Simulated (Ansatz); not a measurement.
Crystal: TiPd.

```
CELL_PARAMETERS angstrom
3.18000 0.00000 0.00000
0.00000 3.18000 0.00000
0.00000 0.00000 3.18000
ATOMIC_POSITIONS crystal
Pd 0.00000 0.00000 0.00000
Ti 0.50000 0.50000 0.50000
```

| Item | Value |
| --- | --- |
| Program | Ansatz 0.2.0 |
| Task | relaxation of cell and atoms |
| Functional | revPBE |
| Dispersion | D4 |
| Potentials or basis | all-electron LAPW, scalar-relativistic |
| Basis error allowed | 0.001 eV/atom |
| k mesh | 8 × 8 × 8 |
| Occupations | fermi-dirac, width 0.05 eV |
| Spin | no spin polarisation |

At the start: volume 16.08 Å³/atom.

**Question.** Where does the relaxation end?

**Answer.** Over 4 steps the energy falls by 2.8 meV/atom and the volume is 15.77 Å³/atom (-1.9 %); space group Pm-3m (No. 221, to 0.05 Å).

The path:
```tsv
step	energy change (eV)	largest force (eV/Å)	volume (Å³)
1	0.0000	0.0000	32.16
2	-0.0056	0.0000	31.57
3	-0.0056	0.0000	31.54
4	-0.0056	0.0000	31.54
```

Final structure:
```yaml
crystal:
  lattice:
    - [3.15967, 0.00000, 0.00000]
    - [0.00000, 3.15967, 0.00000]
    - [0.00000, 0.00000, 3.15967]
  atoms:
    - { symbol: Pd, position: [0.00000, 0.00000, 0.00000] }
    - { symbol: Ti, position: [0.50000, 0.50000, 0.50000] }
```
